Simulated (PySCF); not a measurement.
**Sb(41+), Sb(42+): ionisation energy in even-tempered 19s12p6d5f4g**

Wanted: the ionisation energy of antimony, up a ladder of methods.

Program: PySCF 2.14.0. Level of theory: unrestricted determinants in a Gaussian basis, no spin-orbit coupling in the energies. These are calculated values, not measurements, unless marked.

## (1) The system

- Element: antimony (Z = 51)
- Basis: an uncontracted even-tempered set (19 s from 18 bohr⁻², ratio 2.2; 12 p from 23 bohr⁻², ratio 2.2; 6 d from 99 bohr⁻², ratio 2.4; 5 f from 150 bohr⁻², ratio 2.4; 4 g from 220 bohr⁻², ratio 2.4)
- Hamiltonian: the spin-free X2C one-electron Hamiltonian (Gaussian nucleus)
- State 1: Sb(41+): [Ne], closed-shell 1S
- State 2: Sb(42+): [He] 2s2 2p5, 2P determinant
- Methods: UHF, LDA, PBE, PBE0, r2SCAN, revPBE, M06-2X, MP2
- Core shells frozen in the correlated runs: all electrons: nothing (for Sb(41+))

Outer shells as boxes (Hund's rule):

Sb41+ [Ne]
```
[He] core
2s [↑↓]
2p [↑↓][↑↓][↑↓]
```

Sb42+ [He] 2s2 2p5
```
[He] core
2s [↑↓]
2p [↑↓][↑↓][↑ ]
```

One driver process ran all states and methods and kept the integrals in memory. Each run is shown as a PySCF script that sums up its settings (the driver passes frozen orbitals as a list and adds second-order terms of double hybrids); the logs are those of the runs themselves. The driver starts from symmetry-adapted Hartree-Fock orbitals, holds the occupation by maximum overlap and uses a logarithmic radial grid for functionals, so a plain start would take other cycles.

The integrals over 156 functions and the set-up took 0.94 s of CPU time.

## (2) Sb(41+)

Level: UHF.

File input.py:

```python
from pyscf import gto, scf, dft, mp, cc
mol = gto.M(atom="Sb 0 0 0", charge=41, spin=0, symmetry="D2h",
            basis=gto.etbs([(0, 19, 18, 2.2), (1, 12, 23, 2.2), (2, 6, 99, 2.4), (3, 5, 150, 2.4), (4, 4, 220, 2.4)]),
            nucmod="G")
mf = scf.UHF(mol).sfx2c1e()
mf.irrep_nelec = {'Ag': (2, 2), 'B1u': (1, 1), 'B2u': (1, 1), 'B3u': (1, 1)}
mf.kernel()
```

Level: LDA.

input.py differs from the last one in:

```diff
@@ -4,3 +4,3 @@
             nucmod="G")
-mf = scf.UHF(mol).sfx2c1e()
+mf = dft.UKS(mol, xc="LDA,VWN").sfx2c1e()
 mf.irrep_nelec = {'Ag': (2, 2), 'B1u': (1, 1), 'B2u': (1, 1), 'B3u': (1, 1)}
```

Level: PBE.

input.py differs from the last one in:

```diff
@@ -4,3 +4,3 @@
             nucmod="G")
-mf = dft.UKS(mol, xc="LDA,VWN").sfx2c1e()
+mf = dft.UKS(mol, xc="PBE").sfx2c1e()
 mf.irrep_nelec = {'Ag': (2, 2), 'B1u': (1, 1), 'B2u': (1, 1), 'B3u': (1, 1)}
```

Level: PBE0.

input.py differs from the last one in:

```diff
@@ -4,3 +4,3 @@
             nucmod="G")
-mf = dft.UKS(mol, xc="PBE").sfx2c1e()
+mf = dft.UKS(mol, xc="PBE0").sfx2c1e()
 mf.irrep_nelec = {'Ag': (2, 2), 'B1u': (1, 1), 'B2u': (1, 1), 'B3u': (1, 1)}
```

Level: r2SCAN.

input.py differs from the last one in:

```diff
@@ -4,3 +4,3 @@
             nucmod="G")
-mf = dft.UKS(mol, xc="PBE0").sfx2c1e()
+mf = dft.UKS(mol, xc="R2SCAN").sfx2c1e()
 mf.irrep_nelec = {'Ag': (2, 2), 'B1u': (1, 1), 'B2u': (1, 1), 'B3u': (1, 1)}
```

Level: revPBE.

input.py differs from the last one in:

```diff
@@ -4,3 +4,3 @@
             nucmod="G")
-mf = dft.UKS(mol, xc="R2SCAN").sfx2c1e()
+mf = dft.UKS(mol, xc="PBE_R,PBE").sfx2c1e()
 mf.irrep_nelec = {'Ag': (2, 2), 'B1u': (1, 1), 'B2u': (1, 1), 'B3u': (1, 1)}
```

Level: M06-2X.

input.py differs from the last one in:

```diff
@@ -4,3 +4,3 @@
             nucmod="G")
-mf = dft.UKS(mol, xc="PBE_R,PBE").sfx2c1e()
+mf = dft.UKS(mol, xc="M062X").sfx2c1e()
 mf.irrep_nelec = {'Ag': (2, 2), 'B1u': (1, 1), 'B2u': (1, 1), 'B3u': (1, 1)}
```

Level: MP2 (all electrons).

input.py differs from the last one in:

```diff
@@ -4,4 +4,5 @@
             nucmod="G")
-mf = dft.UKS(mol, xc="M062X").sfx2c1e()
+mf = scf.UHF(mol).sfx2c1e()
 mf.irrep_nelec = {'Ag': (2, 2), 'B1u': (1, 1), 'B2u': (1, 1), 'B3u': (1, 1)}
 mf.kernel()
+mp.UMP2(mf, frozen=[[145, 146, 147, 148, 149, 150, 151, 152, 153, 154, 155], [145, 146, 147, 148, 149, 150, 151, 152, 153, 154, 155]]).kernel()
```

## (3) Sb(42+), method by method

Level: UHF.

File input.py:

```python
from pyscf import gto, scf, dft, mp, cc
mol = gto.M(atom="Sb 0 0 0", charge=42, spin=1, symmetry="D2h",
            basis=gto.etbs([(0, 19, 18, 2.2), (1, 12, 23, 2.2), (2, 6, 99, 2.4), (3, 5, 150, 2.4), (4, 4, 220, 2.4)]),
            nucmod="G")
mf = scf.UHF(mol).sfx2c1e()
mf.irrep_nelec = {'Ag': (2, 2), 'B1u': (1, 1), 'B2u': (1, 1), 'B3u': (1, 0)}
mf.kernel()
```

Level: LDA.

input.py differs from the last one in:

```diff
@@ -4,3 +4,3 @@
             nucmod="G")
-mf = scf.UHF(mol).sfx2c1e()
+mf = dft.UKS(mol, xc="LDA,VWN").sfx2c1e()
 mf.irrep_nelec = {'Ag': (2, 2), 'B1u': (1, 1), 'B2u': (1, 1), 'B3u': (1, 0)}
```

Level: PBE.

input.py differs from the last one in:

```diff
@@ -4,3 +4,3 @@
             nucmod="G")
-mf = dft.UKS(mol, xc="LDA,VWN").sfx2c1e()
+mf = dft.UKS(mol, xc="PBE").sfx2c1e()
 mf.irrep_nelec = {'Ag': (2, 2), 'B1u': (1, 1), 'B2u': (1, 1), 'B3u': (1, 0)}
```

Level: PBE0.

input.py differs from the last one in:

```diff
@@ -4,3 +4,3 @@
             nucmod="G")
-mf = dft.UKS(mol, xc="PBE").sfx2c1e()
+mf = dft.UKS(mol, xc="PBE0").sfx2c1e()
 mf.irrep_nelec = {'Ag': (2, 2), 'B1u': (1, 1), 'B2u': (1, 1), 'B3u': (1, 0)}
```

Level: r2SCAN.

input.py differs from the last one in:

```diff
@@ -4,3 +4,3 @@
             nucmod="G")
-mf = dft.UKS(mol, xc="PBE0").sfx2c1e()
+mf = dft.UKS(mol, xc="R2SCAN").sfx2c1e()
 mf.irrep_nelec = {'Ag': (2, 2), 'B1u': (1, 1), 'B2u': (1, 1), 'B3u': (1, 0)}
```

Level: revPBE.

input.py differs from the last one in:

```diff
@@ -4,3 +4,3 @@
             nucmod="G")
-mf = dft.UKS(mol, xc="R2SCAN").sfx2c1e()
+mf = dft.UKS(mol, xc="PBE_R,PBE").sfx2c1e()
 mf.irrep_nelec = {'Ag': (2, 2), 'B1u': (1, 1), 'B2u': (1, 1), 'B3u': (1, 0)}
```

Level: M06-2X.

input.py differs from the last one in:

```diff
@@ -4,3 +4,3 @@
             nucmod="G")
-mf = dft.UKS(mol, xc="PBE_R,PBE").sfx2c1e()
+mf = dft.UKS(mol, xc="M062X").sfx2c1e()
 mf.irrep_nelec = {'Ag': (2, 2), 'B1u': (1, 1), 'B2u': (1, 1), 'B3u': (1, 0)}
```

Level: MP2 (all electrons).

input.py differs from the last one in:

```diff
@@ -4,4 +4,5 @@
             nucmod="G")
-mf = dft.UKS(mol, xc="M062X").sfx2c1e()
+mf = scf.UHF(mol).sfx2c1e()
 mf.irrep_nelec = {'Ag': (2, 2), 'B1u': (1, 1), 'B2u': (1, 1), 'B3u': (1, 0)}
 mf.kernel()
+mp.UMP2(mf, frozen=[[145, 146, 147, 148, 149, 150, 151, 152, 153, 154, 155], [145, 146, 147, 148, 149, 150, 151, 152, 153, 154, 155]]).kernel()
```

What does the calculation give?

As calculated:

```
                  quantity                                                          value
ionisation energy, Sb(41+)  UHF 6803.8, MP2 (all electrons) 6805.5 eV; reference 6714 ± 4
```

In words: The methods span 4.867 eV, from LDA (6800.7) to MP2 (all electrons) (6805.5). The reference is uncertain or not like for like (spin-orbit coupling or other relativistic terms), so no ranking of close methods is drawn. The basis is finite, and no extrapolation was made.
